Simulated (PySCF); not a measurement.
# B2BrH4NO: the cost of one run

Computed with PySCF 2.14.0, with density-fitted response routines of our own, on a single molecule in the gas phase. Atoms are numbered from 0 throughout.

**1. The starting structure**

9 atoms, charge 0, multiplicity 1; geometry from: GFN2-xTB. The atoms were then displaced at random by about 0.01 Å, so the start is not that level's minimum.

Bonds of the start (Å): B0–O1 1.28, O1–B2 1.30, B2–N3 1.45, B2–Br4 1.92, B0–H5 1.17, B0–H6 1.21, N3–H7 1.00, N3–H8 0.96.

**2. Relaxing the molecule at PBE0-D3(BJ)/def2-SVP**

What the job is given:

```
{"job": {"xc": "PBE0", "basis": "def2-SVP", "d3": "d3bj", "grid": 1, "shake": 0.01, "kind": "geom"}, "charge": 0, "multiplicity": 1}
B     -1.768290     0.489990     0.722100
O     -0.644220     0.129510     0.231030
B      0.455820    -0.287500    -0.327680
N      1.752880    -0.256830     0.316930
Br     0.407870    -0.980580    -2.112720
H     -2.456720    -0.259360     1.300860
H     -2.122540     1.632260     0.569890
H      1.865850     0.089240     1.250550
H      2.567170    -0.573890    -0.091320
```

Started as:

```bash
$ OMP_NUM_THREADS=1 python probes_run.py task.json out
```

This one command runs all jobs of the session in turn.

**Question.** How long does this first job take on 1 thread of Arm Neoverse N1, shared host, and how much memory does it need?

About 3 min, with a peak of 0.45 GiB.
